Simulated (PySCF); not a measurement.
# H2NdO (Nd(H2O)3+): the cost of one run

Program: PySCF 2.14.0. Level of theory: several levels, as the steps say, no spin–orbit coupling. These are calculated values, not measurements.

5 further runs of the same task are left out: 2 for a known fault of the program, 2 that didn't finish, 1 set aside as unsound or not needed.

## (1) The system as given

4 atoms, charge 3, spin multiplicity 1.

Bond lengths: Nd1–O2 2.259 Å, O2–H3 1.011 Å, O2–H4 1.011 Å. Angles: Nd1–O2–H3 128.8°, Nd1–O2–H4 128.8°, H3–O2–H4 102.5°.

Coordinates:

```xyz
4

Nd    0.0000    0.0000   -0.1158
O     0.0000    0.0000    2.1435
H     0.7885    0.0000    2.7768
H    -0.7885    0.0000    2.7768
```

Formal oxidation states: Nd +3. Each metal's 3 4f electrons lie in its core potential, so multiplicities, spins and levels count the valence alone. An earlier session relaxed this geometry at TPSS, Nd lcecp-1-SVP with ECP49, O def2-SVP, H def2-SVP (singlet, point group C2v).

At TPSS on the finer grid: E = -108.993734 Eh, HOMO -26.06 eV, LUMO -21.26 eV, Mulliken charge on Nd1 +2.54 e, largest force component 0.002 eV/Å. 

Levels to run: r2SCAN; CAM-B3LYP; M06-L; BP86; TPSS, TZVP. Hardware: 2 threads of Intel Xeon 6975P-C (Granite Rapids), shared host.

## (2) r2SCAN

File run.py (the lines that set the calculation):

```python
mol = gto.M(atom='''
Nd     0.00000     0.00000    -0.11581
O      0.00000     0.00000     2.14351
H      0.78848     0.00000     2.77684
H     -0.78848     0.00000     2.77684''',
    basis={'Nd': 'lcecp-1-SVP', 'O': 'def2-SVP', 'H': 'def2-SVP'},
    ecp={'Nd': 'lcecp-1-SVP'},
    charge=3, spin=0)
mf = dft.RKS(mol, xc='R2SCAN')
mf.grids.atom_grid = (75, 302)  # f atoms: unpruned, at least (60, 302)
mf = mf.density_fit()  # fitting sets: Nd AutoAux, O def2-universal-JKFIT, H def2-universal-JKFIT
mf.conv_tol = 1e-08; mf.max_cycle = 55
mf.kernel(dm0)  # dm0: the density of the relaxed state
```

Command:

```console
> OMP_NUM_THREADS=2 python run.py
```

**Question.** How long does this run take on 2 threads of Intel Xeon 6975P-C (Granite Rapids), shared host?

About 2.1 s.
